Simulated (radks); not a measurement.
# Filling a jellium sphere with rs = 2.45 bohr: electrons 7 to 10

Which level does each new electron take in a jellium sphere with rs = 2.45 bohr, and at which counts is the cluster hardest to charge further? Each count tries a few candidate levels and keeps the lowest. The background charge grows with the count, so each cluster is neutral; its cation and anion are computed too.

The numbers are computed with radks (version 2): non-relativistic spin-polarised Kohn-Sham, LDA (Slater exchange, Perdew-Wang correlation), spherically averaged shells.

### Step 1. The model

* well: a jellium sphere with rs = 2.45 bohr
* functional: LDA (Slater exchange, Perdew-Wang correlation)
* levels: named by radial order: 1s, 1p, 1d, 2s, 1f and so on
* units: hartree and bohr; summary energies in eV
* configuration carried in: 1s2 1p(up 3, down 1) (N = 6, energy -0.187671)

Each count now gets its runs.

### Step 2. 7 electrons

Trying: add 1p down. The run's settings:

```ini
kind = jellium
xc = PW
rs = 2.45  # bohr
electrons = 7
background = 7  # e
configuration = 1s2 1p(up 3, down 2)
```

Run with:

```
$ python run_model.py task.json out
```

task.json names the series; the program runs every candidate in turn, and a move starts from the lowest state found so far. In the records, mag is the spin moment and err the last SCF error.

Main fields of the result record, rounded:

```text
{
  "status": "converged",
  "energy_total [hartree]": -0.256675539,
  "energy_kinetic [hartree]": 0.9643254,
  "energy_external [hartree]": -11.75069,
  "energy_hartree [hartree]": 5.551113,
  "energy_xc [hartree]": -1.29452,
  "energy_background [hartree]": 6.273096,
  "orbitals [level, occupation, hartree, mean radius in bohr]": [
    ["1s up", 1, -0.287846, 3.23643],
    ["1p up", 3, -0.165468, 4.24665],
    ["1s down", 1, -0.275943, 3.24208],
    ["1p down", 2, -0.154262, 4.29738]
  ],
  "r2_mean [bohr^2]": 18.05557,
  "mag [bohr magneton]": 1,
  "err": 2e-10,
  "spill_out [electrons]": 2.000313
}
```

Trying: add 2s up. Changed: configuration = 1s2 1p(up 3, down 1) 2s(up 1, down 0).

Result:

```text
{
  "status": "converged",
  "energy_total [hartree]": -0.154892058,
  "energy_kinetic [hartree]": 0.9750081,
  "energy_external [hartree]": -11.47194,
  "energy_hartree [hartree]": 5.318923,
  "energy_xc [hartree]": -1.249979,
  "energy_background [hartree]": 6.273096,
  "orbitals [level, occupation, hartree, mean radius in bohr]": [
    ["1s up", 1, -0.330074, 3.18416],
    ["1p up", 3, -0.203508, 4.15473],
    ["2s up", 1, -0.0768413, 6.21482],
    ["1s down", 1, -0.296669, 3.23482],
    ["1p down", 1, -0.174117, 4.2389]
  ],
  "r2_mean [bohr^2]": 21.22675,
  "mag [bohr magneton]": 3,
  "err": 8.5e-10,
  "spill_out [electrons]": 2.306887
}
```

Trying: add 2s down. Changed: configuration = 1s2 1p(up 3, down 1) 2s(up 0, down 1).

Result:

```text
{
  "status": "converged",
  "energy_total [hartree]": -0.145878093,
  "energy_kinetic [hartree]": 0.9683386,
  "energy_external [hartree]": -11.44428,
  "energy_hartree [hartree]": 5.293222,
  "energy_xc [hartree]": -1.23625,
  "energy_background [hartree]": 6.273096,
  "orbitals [level, occupation, hartree, mean radius in bohr]": [
    ["1s up", 1, -0.327523, 3.21603],
    ["1p up", 3, -0.203057, 4.12907],
    ["1s down", 1, -0.308831, 3.18175],
    ["1p down", 1, -0.182751, 4.25245],
    ["2s down", 1, -0.071146, 6.53542]
  ],
  "r2_mean [bohr^2]": 21.77291,
  "mag [bohr magneton]": 1,
  "err": 8.5e-10,
  "spill_out [electrons]": 2.308681
}
```

The cation, at the same background. Changed: electrons = 6, configuration = 1s2 1p(up 3, down 1).

Result:

```text
{
  "status": "converged",
  "energy_total [hartree]": -0.0214872204,
  "energy_kinetic [hartree]": 0.9080887,
  "energy_external [hartree]": -10.42326,
  "energy_hartree [hartree]": 4.357767,
  "energy_xc [hartree]": -1.13718,
  "energy_background [hartree]": 6.273096,
  "orbitals [level, occupation, hartree, mean radius in bohr]": [
    ["1s up", 1, -0.477513, 3.11806],
    ["1p up", 3, -0.345066, 3.98926],
    ["1s down", 1, -0.450057, 3.12123],
    ["1p down", 1, -0.318338, 4.06331]
  ],
  "r2_mean [bohr^2]": 15.64479,
  "mag [bohr magneton]": 2,
  "err": 6.5e-11,
  "spill_out [electrons]": 1.327357
}
```

The anion, at the same background. Changed: electrons = 8, configuration = 1s2 1p6.

Result:

```text
{
  "status": "converged",
  "energy_total [hartree]": -0.335821654,
  "energy_kinetic [hartree]": 0.9856407,
  "energy_external [hartree]": -12.90833,
  "energy_hartree [hartree]": 6.749568,
  "energy_xc [hartree]": -1.435798,
  "energy_background [hartree]": 6.273096,
  "orbitals [level, occupation, hartree, mean radius in bohr]": [
    ["1s up", 1, -0.122008, 3.33441],
    ["1p up", 3, -0.0078967, 4.60519],
    ["1s down", 1, -0.122008, 3.33441],
    ["1p down", 3, -0.0078967, 4.60519]
  ],
  "r2_mean [bohr^2]": 21.44793,
  "mag [bohr magneton]": 0,
  "err": 7.6e-10,
  "spill_out [electrons]": 2.833934
}
```

| candidate | configuration | above the lowest (eV) |
| --- | --- | --- |
| add 1p down | 1s2 1p(up 3, down 2) | lowest |
| add 2s up | 1s2 1p(up 3, down 1) 2s(up 1, down 0) | 2.77 |
| add 2s down | 1s2 1p(up 3, down 1) 2s(up 0, down 1) | 3.01 |

Lowest: 1s2 1p(up 3, down 2).

### Step 3. Electron number 8

Trying: add 1p down. The run's settings:

```ini
kind = jellium
xc = PW
rs = 2.45  # bohr
electrons = 8
background = 8  # e
configuration = 1s2 1p6
```

Main fields of the result record, rounded:

```text
{
  "status": "converged",
  "energy_total [hartree]": -0.346399029,
  "energy_kinetic [hartree]": 1.081878,
  "energy_external [hartree]": -14.8099,
  "energy_hartree [hartree]": 7.047347,
  "energy_xc [hartree]": -1.502463,
  "energy_background [hartree]": 7.836735,
  "orbitals [level, occupation, hartree, mean radius in bohr]": [
    ["1s up", 1, -0.284912, 3.33914],
    ["1p up", 3, -0.16972, 4.33522],
    ["1s down", 1, -0.284912, 3.33914],
    ["1p down", 3, -0.16972, 4.33522]
  ],
  "r2_mean [bohr^2]": 18.9471,
  "mag [bohr magneton]": 0,
  "err": 1.3e-10,
  "spill_out [electrons]": 2.127747,
  "alpha [bohr^3]": 212.8569
}
```

Trying: add 2s up. Changed: configuration = 1s2 1p(up 3, down 2) 2s(up 1, down 0).

Result:

```text
{
  "status": "converged",
  "energy_total [hartree]": -0.231746158,
  "energy_kinetic [hartree]": 1.098096,
  "energy_external [hartree]": -14.52271,
  "energy_hartree [hartree]": 6.804443,
  "energy_xc [hartree]": -1.448307,
  "energy_background [hartree]": 7.836735,
  "orbitals [level, occupation, hartree, mean radius in bohr]": [
    ["1s up", 1, -0.323699, 3.29084],
    ["1p up", 3, -0.205003, 4.25286],
    ["2s up", 1, -0.0785853, 6.13689],
    ["1s down", 1, -0.304614, 3.34668],
    ["1p down", 2, -0.189629, 4.28436]
  ],
  "r2_mean [bohr^2]": 21.57231,
  "mag [bohr magneton]": 2,
  "err": 5.6e-10,
  "spill_out [electrons]": 2.443332
}
```

Trying: add 1d up. Changed: configuration = 1s2 1p(up 3, down 2) 1d(up 1, down 0).

Result:

```text
{
  "status": "converged",
  "energy_total [hartree]": -0.234822799,
  "energy_kinetic [hartree]": 1.154307,
  "energy_external [hartree]": -14.65932,
  "energy_hartree [hartree]": 6.915058,
  "energy_xc [hartree]": -1.481604,
  "energy_background [hartree]": 7.836735,
  "orbitals [level, occupation, hartree, mean radius in bohr]": [
    ["1s up", 1, -0.311379, 3.29471],
    ["1p up", 3, -0.192953, 4.25651],
    ["1d up", 1, -0.0698678, 5.47684],
    ["1s down", 1, -0.29463, 3.2665],
    ["1p down", 2, -0.174522, 4.28451]
  ],
  "r2_mean [bohr^2]": 19.98119,
  "mag [bohr magneton]": 2,
  "err": 5e-10,
  "spill_out [electrons]": 2.283912
}
```

The cation, at the same background. Changed: electrons = 7, configuration = 1s2 1p(up 2, down 3).

Result:

```text
{
  "status": "converged",
  "energy_total [hartree]": -0.0960141209,
  "energy_kinetic [hartree]": 1.031539,
  "energy_external [hartree]": -13.33844,
  "energy_hartree [hartree]": 5.70759,
  "energy_xc [hartree]": -1.333439,
  "energy_background [hartree]": 7.836735,
  "orbitals [level, occupation, hartree, mean radius in bohr]": [
    ["1s up", 1, -0.456712, 3.22899],
    ["1p up", 2, -0.333225, 4.1296],
    ["1s down", 1, -0.46895, 3.22494],
    ["1p down", 3, -0.344998, 4.09584]
  ],
  "r2_mean [bohr^2]": 16.78292,
  "mag [bohr magneton]": -1,
  "err": 9.4e-11,
  "spill_out [electrons]": 1.472928
}
```

The anion, at the same background (1s2 1p6 1d(up 1, down 0)): an occupied level came out unbound, so its energy isn't used.

| candidate | configuration | above the lowest (eV) |
| --- | --- | --- |
| add 1p down | 1s2 1p6 | lowest |
| add 2s up | 1s2 1p(up 3, down 2) 2s(up 1, down 0) | 3.12 |
| add 1d up | 1s2 1p(up 3, down 2) 1d(up 1, down 0) | 3.04 |

The series goes on from 1s2 1p6.

From the same record, its empty bound levels (hartree) and its density (bohr, e/bohr³):

```text
empty: [["1d up", -0.05151], ["2s up", -0.05088], ["1d down", -0.05151], ["2s down", -0.05088]]
r: [0.1741, 0.6116, 1.049, 1.487, 1.924, 2.362, 2.799, 3.237, 3.674, 4.112, 4.549, 4.987, 5.424, 5.862, 6.299, 6.737, 7.174, 7.612, 8.049, 8.487]
n: [0.01192, 0.01268, 0.01407, 0.0157, 0.01706, 0.01769, 0.01727, 0.01573, 0.0133, 0.01039, 0.007518, 0.005064, 0.003238, 0.001994, 0.001197, 0.000705, 0.00041, 0.0002356, 0.0001345, 7.625e-05]
```

### Step 4. Electron number 9

Trying: add 1d up. The run's settings:

```ini
kind = jellium
xc = PW
rs = 2.45  # bohr
electrons = 9
background = 9  # e
configuration = 1s2 1p6 1d(up 1, down 0)
```

Main fields of the result record, rounded:

```text
{
  "status": "converged",
  "energy_total [hartree]": -0.335287539,
  "energy_kinetic [hartree]": 1.264159,
  "energy_external [hartree]": -18.00471,
  "energy_hartree [hartree]": 8.558678,
  "energy_xc [hartree]": -1.689926,
  "energy_background [hartree]": 9.536507,
  "orbitals [level, occupation, hartree, mean radius in bohr]": [
    ["1s up", 1, -0.305093, 3.40083],
    ["1p up", 3, -0.193794, 4.35815],
    ["1d up", 1, -0.0757817, 5.49922],
    ["1s down", 1, -0.300098, 3.36616],
    ["1p down", 3, -0.18663, 4.34178]
  ],
  "r2_mean [bohr^2]": 20.66968,
  "mag [bohr magneton]": 1,
  "err": 1.6e-11,
  "spill_out [electrons]": 2.389162
}
```

Trying: add 2s up. Changed: configuration = 1s2 1p6 2s(up 1, down 0).

Result:

```text
{
  "status": "converged",
  "energy_total [hartree]": -0.328327673,
  "energy_kinetic [hartree]": 1.212282,
  "energy_external [hartree]": -17.86102,
  "energy_hartree [hartree]": 8.44058,
  "energy_xc [hartree]": -1.656674,
  "energy_background [hartree]": 9.536507,
  "orbitals [level, occupation, hartree, mean radius in bohr]": [
    ["1s up", 1, -0.31654, 3.39778],
    ["1p up", 3, -0.205054, 4.35663],
    ["2s up", 1, -0.0799898, 6.08227],
    ["1s down", 1, -0.309094, 3.45441],
    ["1p down", 3, -0.200896, 4.34801]
  ],
  "r2_mean [bohr^2]": 22.04484,
  "mag [bohr magneton]": 1,
  "err": 1.7e-09,
  "spill_out [electrons]": 2.559765
}
```

Trying: move 1d up to 2s up: the same state as a run above.

The cation, at the same background. Changed: electrons = 8, configuration = 1s2 1p6.

Result:

```text
{
  "status": "converged",
  "energy_total [hartree]": -0.190900325,
  "energy_kinetic [hartree]": 1.146356,
  "energy_external [hartree]": -16.54571,
  "energy_hartree [hartree]": 7.212717,
  "energy_xc [hartree]": -1.540769,
  "energy_background [hartree]": 9.536507,
  "orbitals [level, occupation, hartree, mean radius in bohr]": [
    ["1s up", 1, -0.4595, 3.33207],
    ["1p up", 3, -0.343291, 4.20551],
    ["1s down", 1, -0.4595, 3.33207],
    ["1p down", 3, -0.343291, 4.20551]
  ],
  "r2_mean [bohr^2]": 17.83259,
  "mag [bohr magneton]": 0,
  "err": 3.6e-10,
  "spill_out [electrons]": 1.600076
}
```

The anion, at the same background (1s2 1p6 1d(up 2, down 0)): an occupied level came out unbound, so its energy isn't used.

| candidate | configuration | above the lowest (eV) |
| --- | --- | --- |
| add 1d up | 1s2 1p6 1d(up 1, down 0) | lowest |
| add 2s up | 1s2 1p6 2s(up 1, down 0) | 0.189 |
| move 1d up to 2s up | 1s2 1p6 2s(up 1, down 0) | 0.189 |

Kept: 1s2 1p6 1d(up 1, down 0).

### Step 5. 10 electrons

Trying: add 1d up. The run's settings:

```ini
kind = jellium
xc = PW
rs = 2.45  # bohr
electrons = 10
background = 10  # e
configuration = 1s2 1p6 1d(up 2, down 0)
```

Main fields of the result record, rounded:

```text
{
  "status": "converged",
  "energy_total [hartree]": -0.341250856,
  "energy_kinetic [hartree]": 1.448885,
  "energy_external [hartree]": -21.50155,
  "energy_hartree [hartree]": 10.23604,
  "energy_xc [hartree]": -1.891787,
  "energy_background [hartree]": 11.36716,
  "orbitals [level, occupation, hartree, mean radius in bohr]": [
    ["1s up", 1, -0.318757, 3.46471],
    ["1p up", 3, -0.211358, 4.39528],
    ["1d up", 2, -0.0946405, 5.41266],
    ["1s down", 1, -0.308722, 3.39973],
    ["1p down", 3, -0.19744, 4.37107]
  ],
  "r2_mean [bohr^2]": 21.91434,
  "mag [bohr magneton]": 2,
  "err": 2.7e-11,
  "spill_out [electrons]": 2.602353
}
```

Trying: add 2s up. Changed: configuration = 1s2 1p6 1d(up 1, down 0) 2s(up 1, down 0).

Result:

```text
{
  "status": "converged",
  "energy_total [hartree]": -0.328491467,
  "energy_kinetic [hartree]": 1.402398,
  "energy_external [hartree]": -21.3649,
  "energy_hartree [hartree]": 10.12528,
  "energy_xc [hartree]": -1.858421,
  "energy_background [hartree]": 11.36716,
  "orbitals [level, occupation, hartree, mean radius in bohr]": [
    ["1s up", 1, -0.328222, 3.46837],
    ["1p up", 3, -0.221047, 4.39802],
    ["1d up", 1, -0.104444, 5.40958],
    ["2s up", 1, -0.091386, 5.79],
    ["1s down", 1, -0.314836, 3.50479],
    ["1p down", 3, -0.209656, 4.38699]
  ],
  "r2_mean [bohr^2]": 22.94326,
  "mag [bohr magneton]": 2,
  "err": 5.3e-10,
  "spill_out [electrons]": 2.785729
}
```

Trying: add 1d down. Changed: configuration = 1s2 1p6 1d(up 1, down 1).

Result:

```text
{
  "status": "converged",
  "energy_total [hartree]": -0.333931799,
  "energy_kinetic [hartree]": 1.445567,
  "energy_external [hartree]": -21.49068,
  "energy_hartree [hartree]": 10.2263,
  "energy_xc [hartree]": -1.882272,
  "energy_background [hartree]": 11.36716,
  "orbitals [level, occupation, hartree, mean radius in bohr]": [
    ["1s up", 1, -0.315017, 3.4327],
    ["1p up", 3, -0.205726, 4.38294],
    ["1d up", 1, -0.0885687, 5.43923],
    ["1s down", 1, -0.315017, 3.4327],
    ["1p down", 3, -0.205726, 4.38294],
    ["1d down", 1, -0.0885687, 5.43923]
  ],
  "r2_mean [bohr^2]": 21.99115,
  "mag [bohr magneton]": 0,
  "err": 9.1e-10,
  "spill_out [electrons]": 2.610363
}
```

Trying: move 1d up to 2s up: the same state as a run above.

Trying: move 1d up to 1d down: the same state as a run above.

The cation, at the same background. Changed: electrons = 9, configuration = 1s2 1p6 1d(up 1, down 0).

Result:

```text
{
  "status": "converged",
  "energy_total [hartree]": -0.177323118,
  "energy_kinetic [hartree]": 1.339304,
  "energy_external [hartree]": -19.90771,
  "energy_hartree [hartree]": 8.757526,
  "energy_xc [hartree]": -1.733603,
  "energy_background [hartree]": 11.36716,
  "orbitals [level, occupation, hartree, mean radius in bohr]": [
    ["1s up", 1, -0.471619, 3.40336],
    ["1p up", 3, -0.360124, 4.26425],
    ["1d up", 1, -0.235314, 5.09811],
    ["1s down", 1, -0.465751, 3.36948],
    ["1p down", 3, -0.352119, 4.25141]
  ],
  "r2_mean [bohr^2]": 19.37436,
  "mag [bohr magneton]": 1,
  "err": 2.3e-10,
  "spill_out [electrons]": 1.83695
}
```

The anion, at the same background (1s2 1p6 1d(up 3, down 0)): an occupied level came out unbound, so its energy isn't used.

| candidate | configuration | above the lowest (eV) |
| --- | --- | --- |
| add 1d up | 1s2 1p6 1d(up 2, down 0) | lowest |
| add 2s up | 1s2 1p6 1d(up 1, down 0) 2s(up 1, down 0) | 0.347 |
| add 1d down | 1s2 1p6 1d(up 1, down 1) | 0.199 |
| move 1d up to 2s up | 1s2 1p6 1d(up 1, down 0) 2s(up 1, down 0) | 0.347 |
| move 1d up to 1d down | 1s2 1p6 1d(up 1, down 1) | 0.199 |

Lowest: 1s2 1p6 1d(up 2, down 0).

From the same record, its empty bound levels (hartree) and its density (bohr, e/bohr³):

```text
empty: [["2s up", -0.081841], ["2p up", -0.016225], ["1d down", -0.079915], ["2s down", -0.072717], ["2p down", -0.011333]]
r: [0.1873, 0.6578, 1.128, 1.599, 2.069, 2.54, 3.01, 3.481, 3.951, 4.422, 4.893, 5.363, 5.834, 6.304, 6.775, 7.245, 7.716, 8.186, 8.657, 9.127]
n: [0.01093, 0.01171, 0.01317, 0.01493, 0.01651, 0.01742, 0.0173, 0.016, 0.01366, 0.01071, 0.007705, 0.00513, 0.003223, 0.001956, 0.001159, 0.0006784, 0.0003935, 0.0002277, 0.0001314, 7.602e-05]
```

### Step 6. Collected

| N | configuration | unpaired | E/N (eV) | ionisation (eV) | affinity (eV) | second difference (eV) | spill-out (e) |
| --- | --- | --- | --- | --- | --- | --- | --- |
| 7 | 1s2 1p(up 3, down 2) | 1 | -0.998 | 6.40 | 2.15 | -0.564 | 2.00 |
| 8 | 1s2 1p6 | 0 | -1.178 | 6.81 | - | 2.744 | 2.13 |
| 9 | 1s2 1p6 1d(up 1, down 0) | 1 | -1.014 | 3.93 | - | -0.465 | 2.39 |
| 10 | 1s2 1p6 1d(up 2, down 0) | 2 | -0.929 | 4.46 | - | - | 2.60 |

The second difference is E(N+1) + E(N-1) - 2E(N) of neutral clusters.

Density of N = 10:

r (bohr), 1000 × density and a bar:
```
     0.19      10.93 ###################
     0.89      12.37 #####################
     1.60      14.93 ##########################
     2.31      17.07 ##############################
     3.01      17.30 ##############################
     3.72      14.94 ##########################
     4.42      10.71 ###################
     5.13       6.34 ###########
     5.83       3.22 ######
     6.54       1.51 ###
     7.25       0.68 #
     7.95       0.30 
     8.66       0.13 
     9.36       0.06
```

### Step 7. Outcome

| quantity | value |
| --- | --- |
| closed shells at N | 8 |
| largest second difference | 2.74 eV at N = 8 (of N = 7 to 9) |
| most unpaired electrons | 2 at N = 10 |
| ionisation energies | 3.93 to 6.81 eV |
| polarisability at N = 8 | 212.9 bohr³ |
| configuration at N = 10 | 1s2 1p6 1d(up 2, down 0) |

**Reading.** Shells close at N = 8, and the second difference peaks there. The largest moment in range is 2, first at N = 10: exchange favours parallel spins in open shells. The polarisability at N = 8 is 1.81 times the classical R³, since electrons spill past the background. The anion gave no bound, converged state at N = 8, 9 and 10; semilocal functionals bind extra electrons too weakly, through self-interaction. The ions keep the filling of the neutral cluster, less or plus one electron, without a search of their own. The model keeps every shell spherical, so real clusters and dots, which can deform, may order levels otherwise.
